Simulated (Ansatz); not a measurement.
**CH4Cu4+ (doublet): geometry and frequencies at several levels**

The task, for CH4Cu4+ (doublet): geometry and frequencies at several levels. Charge +1. Spin multiplicity 2.

Method: the levels named in each step, in Ansatz 0.2.0.

### Step 1. Starting point

Bond lengths: Cu2–Cu3 2.522 Å, Cu3–Cu4 2.519 Å, Cu2–Cu5 2.392 Å, Cu3–Cu5 2.322 Å, Cu4–Cu5 2.394 Å, C1–H6 1.083 Å, C1–H7 1.083 Å, C1–H8 1.100 Å, Cu3–H8 1.892 Å, C1–H9 1.086 Å. Angles (14 of 18 angles, heavy atoms first): Cu2–Cu3–Cu4 118.1°, Cu2–Cu3–Cu5 59.0°, Cu4–Cu3–Cu5 59.1°, Cu3–Cu2–Cu5 56.3°, Cu3–Cu4–Cu5 56.3°, Cu2–Cu5–Cu3 64.7°, Cu2–Cu5–Cu4 129.2°, Cu3–Cu5–Cu4 64.5°, Cu2–Cu3–H8 125.0°, Cu4–Cu3–H8 114.9°, Cu5–Cu3–H8 165.6°, C1–H8–Cu3 114.0°, H6–C1–H7 109.2°, H6–C1–H8 108.4°.

As a file:

```xyz
9

C     1.3266   -0.4828   -3.2468
Cu    0.5100   -1.9669    0.7864
Cu    0.4813   -0.0741   -0.8806
Cu   -0.7382    2.0398   -0.2562
Cu   -0.5888    0.1229    1.1707
H     1.1065    0.2178   -4.0426
H     2.1501   -1.1183   -3.5492
H     1.6476    0.0858   -2.3614
H     0.4520   -1.1027   -3.0741
```

### Step 2. A rough first relaxation, PBE-D4/def2-SVP

The input, input.yaml:

```yaml
crystal:
  periodic: [false, false, false]
  atoms:
    - { symbol: C, position_ang: [1.32662, -0.48283, -3.24683] }
    - { symbol: Cu, position_ang: [0.51004, -1.96688, 0.78636] }
    - { symbol: Cu, position_ang: [0.48127, -0.07412, -0.88058] }
    - { symbol: Cu, position_ang: [-0.73817, 2.03976, -0.25619] }
    - { symbol: Cu, position_ang: [-0.58883, 0.12291, 1.17072] }
    - { symbol: H, position_ang: [1.10655, 0.21784, -4.04259] }
    - { symbol: H, position_ang: [2.15006, -1.11835, -3.54921] }
    - { symbol: H, position_ang: [1.64759, 0.0858, -2.36144] }
    - { symbol: H, position_ang: [0.45195, -1.1027, -3.07411] }
magnetization:
  spin_polarized: true
  initial_magnetization: 1
total_charge: 1
basis:
  gaussian: { orbitals: def2-SVP }
hamiltonian:
  xc: pbe
  dispersion: d4
relax:
  f_tol: 0.03
  max_steps: 200
```

Run with:

```sh
$ ansatz run input.yaml --threads 4 --pin off --max-ram 10240MiB --backend cpu --events-out ev --progress --plain --runs-dir out
```

The runs that follow: Relaxation, PBE0-D4/def2-TZVP; Relaxation, PBE0-D4/def2-SVP; Frequencies, PBE0-D4/def2-SVP.

What does the calculation give? Wanted: C1–Cu3 at PBE0-D4/def2-SVP; Cu2–Cu3 at PBE0-D4/def2-SVP; Cu2–Cu5 at PBE0-D4/def2-SVP; frequencies at PBE0-D4/def2-SVP.

**Answer**, as computed:

| quantity | value |
| --- | --- |
| C1–Cu3 at PBE0-D4/def2-SVP | 2.300 Å |
| Cu2–Cu3 at PBE0-D4/def2-SVP | 2.424 Å |
| Cu2–Cu5 at PBE0-D4/def2-SVP | 2.379 Å |
| frequencies at PBE0-D4/def2-SVP | -91 to 3228 cm⁻¹ |

What this shows: The C–Cu distance spreads over 0.014 Å, from PBE0-D4/def2-TZVP (shortest) to PBE0-D4/def2-SVP. An imaginary mode remains, so this geometry is a saddle point.
